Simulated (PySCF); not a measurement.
# H6Yb2 (Yb2(H)2(H)4): the cost of one run

The runs use PySCF 2.14.0; BP86, Yb lcecp-1-SVP with ECP59, H def2-SVP; scalar-relativistic core potentials, no spin–orbit coupling.

2 further runs of the same task are left out: 1 for a known fault of the program, 1 that didn't finish.

### 1 Starting geometry

8 atoms, charge 0, spin multiplicity 1.

Bond lengths: Yb1–Yb2 3.456 Å, Yb1–H3 2.132 Å, Yb1–H4 2.132 Å, Yb1–H5 1.963 Å, Yb1–H6 1.963 Å, Yb2–H3 2.132 Å, Yb2–H4 2.132 Å, Yb2–H7 1.963 Å, Yb2–H8 1.963 Å. Angles: Yb2–Yb1–H3 35.8°, Yb2–Yb1–H4 35.8°, Yb2–Yb1–H5 123.1°, Yb2–Yb1–H6 123.1°, H3–Yb1–H4 71.7°, H3–Yb1–H5 116.3°, H3–Yb1–H6 116.3°, H4–Yb1–H5 116.3°, H4–Yb1–H6 116.3°, H5–Yb1–H6 113.7°, Yb1–Yb2–H3 35.8°, Yb1–Yb2–H4 35.8°, Yb1–Yb2–H7 123.1°, Yb1–Yb2–H8 123.1°, H3–Yb2–H4 71.7°, H3–Yb2–H7 116.3°, H3–Yb2–H8 116.3°, H4–Yb2–H7 116.3° and more.

As a file:

```
Yb    0.0000    0.0000    1.7279
Yb    0.0000    0.0000   -1.7279
H     1.2484    0.0000    0.0000
H    -1.2484    0.0000    0.0000
H     0.0000    1.6440    2.8008
H     0.0000   -1.6440    2.8008
H     0.0000    1.6440   -2.8008
H     0.0000   -1.6440   -2.8008
```

Formal oxidation states: Yb +3. Each metal's 13 4f electrons lie in its core potential, so multiplicities, spins and levels count the valence alone. An earlier session relaxed this geometry at BP86, Yb lcecp-1-SVP with ECP59, H def2-SVP (singlet, point group D2h).

Its energy there is -82.446330 Eh.

### 2 Atoms moved at random, σ = 0.06 Å

The input, run.py (the lines that set the calculation):

```python
mol = gto.M(atom='''
Yb    -0.05126    -0.02509     1.69398
Yb    -0.05639     0.00839    -1.66197
H      1.29016    -0.05959     0.08482
H     -1.21276    -0.00639     0.01843
H      0.01128     1.65630     2.72955
H      0.02062    -1.64702     2.76973
H      0.05988     1.73468    -2.83791
H     -0.06153    -1.66128    -2.79662''',
    basis={'Yb': 'lcecp-1-SVP', 'H': 'def2-SVP'},
    ecp={'Yb': 'lcecp-1-SVP'},
    charge=0, spin=0)
mf = dft.RKS(mol, xc='B88,P86')
mf.grids.atom_grid = (50, 194)  # f atoms: unpruned, at least (60, 302)
mf = mf.density_fit()  # fitting sets: Yb AutoAux, H def2-universal-JKFIT
mf.conv_tol = 1e-08; mf.max_cycle = 55
mf.kernel(dm0)  # dm0: the density of the relaxed state
```

On the command line:

```
$ OMP_NUM_THREADS=2 python run.py
```

**Question.** How long does this run take on 2 threads of Arm Neoverse N1, shared host?

About 9.4 s.
